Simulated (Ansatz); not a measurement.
# C4H2F2Ti: the cost of one run

Computed with Ansatz 0.2.0, Gaussian basis. Level: the settings change from run to run.

## 1. The relaxed structure

The geometry comes from an earlier relaxation with PBE0-D4 in a triple-zeta def2 set; it is a stationary point, not always the lowest conformer.

9 atoms, charge 0, spin multiplicity 1.

Atoms are counted from 1 here; the program's logs count them from 0.

Bond lengths: C1–C2 1.215 Å, C1–H8 1.067 Å, C2–Ti3 2.007 Å, Ti3–F4 1.738 Å, Ti3–F5 1.738 Å, Ti3–C6 2.007 Å, C6–C7 1.215 Å, C7–H9 1.067 Å. Angles: C2–C1–H8 179.8°, C1–C2–Ti3 179.9°, C2–Ti3–F4 109.6°, C2–Ti3–F5 109.6°, C2–Ti3–C6 106.6°, F4–Ti3–F5 111.6°, F4–Ti3–C6 109.6°, F5–Ti3–C6 109.6°, Ti3–C6–C7 179.9°, C6–C7–H9 179.8°.

Geometry (Å):

```
C     0.7845   -2.5838    0.4377
C     0.5997   -1.5078   -0.0946
Ti    0.2937    0.2717   -0.9721
F    -0.7047    0.0647   -2.3794
F     1.8219    0.9948   -1.3741
C    -0.6623    1.4177    0.3705
C    -1.2406    2.1098    1.1841
H     0.9450   -3.5281    0.9089
H    -1.7487    2.7149    1.9018
```

## 2. BLYP/ANO-RCC-VTZP

This run has D3(BJ) dispersion.

File in.yaml:

```yaml
crystal:
  periodic: [false, false, false]
  atoms:
    - {symbol: C, position_ang: [0.784480, -2.583850, 0.437667]}
    - {symbol: C, position_ang: [0.599696, -1.507788, -0.094627]}
    - {symbol: Ti, position_ang: [0.293679, 0.271656, -0.972112]}
    - {symbol: F, position_ang: [-0.704693, 0.064705, -2.379391]}
    - {symbol: F, position_ang: [1.821916, 0.994781, -1.374094]}
    - {symbol: C, position_ang: [-0.662334, 1.417697, 0.370525]}
    - {symbol: C, position_ang: [-1.240613, 2.109807, 1.184139]}
    - {symbol: H, position_ang: [0.944980, -3.528071, 0.908861]}
    - {symbol: H, position_ang: [-1.748710, 2.714862, 1.901834]}
basis:
  gaussian: {orbitals: ANO-RCC-VTZP}
hamiltonian: {xc: {name: BLYP}, dispersion: d3bj}
```

Command:

```bash
> ansatz run in.yaml --threads 4 --pin off --events-out ev --progress --plain --max-ram 11315MiB
```

**Question.** How long does this run take on 4 threads of Intel Xeon Platinum 8488C, shared host, and how much memory does it need?

About 8 s, with a peak of 0.61 GiB.
